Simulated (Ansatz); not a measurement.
Run this with Ansatz 0.2.0, Python API and show what comes out.

Script `opt_ch5brgesi.py`:
```python
"""Minimum-energy structure of CH5BrGeSi."""

import itertools
import logging
import sys

import ansatz as az
from ase.data import atomic_numbers, covalent_radii
import numpy as np

logging.basicConfig(stream=sys.stdout, format="%(levelname)s:%(name)s:%(message)s")
logger = logging.getLogger("ansatz_job")
logger.setLevel(logging.INFO)

GEOMETRY = """
Br   -2.22710    0.40150    0.86900
C    -0.78660    0.36670   -0.37090
Si    0.73860    0.95950    0.37190
Ge    0.29020   -1.26310   -0.19570
H    -0.94830    0.68720   -1.43500
H     1.75650    1.54160   -0.54750
H     0.77520    1.15960    1.84660
H     0.79450   -1.75510   -1.56340
H    -0.30450   -2.14420    1.00790
"""

geometry = az.Crystal.molecule()
for line in GEOMETRY.strip().splitlines():
    symbol, *xyz = line.split()
    geometry = geometry.atom(symbol, [float(v) for v in xyz])

job = (
    geometry.calculation()
    .basis(gaussian="def2-SVP")
    .functional("PBE0")
)
symbols = [site.symbol for site in geometry.cartesian_sites]
start = np.array([site.position_ang for site in geometry.cartesian_sites], dtype=float)
def progress(event):
    if event["event"] == "relax_step":
        row = event["data"]
        logger.info(f"step {row['step']:3d}  E = {row['lagrangian_ev']:.6f} eV  largest force component {row['allowed_force_max_ev_ang']:.4f} eV/A")


data = job.relax(force_tolerance=0.02).session().plan().execute(on_event=progress).report
end = np.array(data["positions_ang"])

for key in ("converged", "free_energy_ev", "reference_energy_ev", "n_frozen", "n_occupied", "n_virtual"):
    logger.info(f"{key:22s} {data[key]}")

# pairs closer than 1.2 times the sum of covalent radii, before or after
radius = [covalent_radii[atomic_numbers[s]] for s in symbols]
span = lambda where, i, j: np.linalg.norm(where[i] - where[j])
bonded = [(i, j) for i, j in itertools.combinations(range(len(symbols)), 2) if min(span(start, i, j), span(end, i, j)) < 1.2 * (radius[i] + radius[j])]
logger.info("pair        before    after (A)")
for i, j in bonded:
    print(f"{symbols[i]}{i}-{symbols[j]}{j}".ljust(10), f"{span(start, i, j):8.4f} {span(end, i, j):8.4f}")
with open("ch5brgesi_opt.xyz", "w") as handle:
    handle.write(f"{len(symbols)}\nrelaxed CH5BrGeSi\n")
    handle.writelines(f"{s:2s} {x:11.6f} {y:11.6f} {z:11.6f}\n" for s, (x, y, z) in zip(symbols, end))
```

```console
$ python opt_ch5brgesi.py
INFO:ansatz_job:step   1  E = -135520.065560 eV  largest force component 2.2562 eV/A
INFO:ansatz_job:step   2  E = -135520.532095 eV  largest force component 0.9807 eV/A
INFO:ansatz_job:step   3  E = -135520.572842 eV  largest force component 0.2672 eV/A
INFO:ansatz_job:step   4  E = -135520.577834 eV  largest force component 0.0746 eV/A
INFO:ansatz_job:step   5  E = -135520.577621 eV  largest force component 0.1015 eV/A
INFO:ansatz_job:step   6  E = -135520.580023 eV  largest force component 0.0310 eV/A
INFO:ansatz_job:step   7  E = -135520.580986 eV  largest force component 0.0310 eV/A
INFO:ansatz_job:step   8  E = -135520.581694 eV  largest force component 0.0382 eV/A
INFO:ansatz_job:step   9  E = -135520.572209 eV  largest force component 0.1774 eV/A
INFO:ansatz_job:step  10  E = -135520.581998 eV  largest force component 0.0122 eV/A
INFO:ansatz_job:converged              True
INFO:ansatz_job:free_energy_ev         -135520.58202607726
INFO:ansatz_job:reference_energy_ev    -135520.58202607726
INFO:ansatz_job:n_frozen               0
INFO:ansatz_job:n_occupied             [46, 46]
INFO:ansatz_job:n_virtual              [75, 75]
INFO:ansatz_job:pair        before    after (A)
Br0-C1       1.9009   1.9253
C1-Si2       1.7971   1.9027
C1-Ge3       1.9612   2.0058
C1-H4        1.1230   1.0982
Si2-Ge3      2.3373   2.3186
Si2-H5       1.4901   1.4903
Si2-H6       1.4887   1.4869
Ge3-H7       1.5385   1.5315
Ge3-H8       1.6058   1.5286
```

It writes `ch5brgesi_opt.xyz`:
```text
9
relaxed CH5BrGeSi
Br   -2.419023    0.565261    0.707071
C    -0.808120    0.359154   -0.327040
Si    0.876717    0.875133    0.390742
Ge    0.313138   -1.298193   -0.187837
H    -0.994420    0.670024   -1.363663
H     1.726830    1.770783   -0.443583
H     0.871246    1.227479    1.835329
H     0.652483   -1.945753   -1.533543
H    -0.130351   -2.270187    0.905424
```

Notes:
- Total energies depend on the basis set; only differences at equal settings carry meaning.
- The end point is the stationary point reached from this start; no frequency run checks that it is a minimum, and the basis set is modest.
- Wall time of the script: 2.4 min on 1 thread of Arm Neoverse N1, with other jobs on the host, peak memory 0.42 GiB.
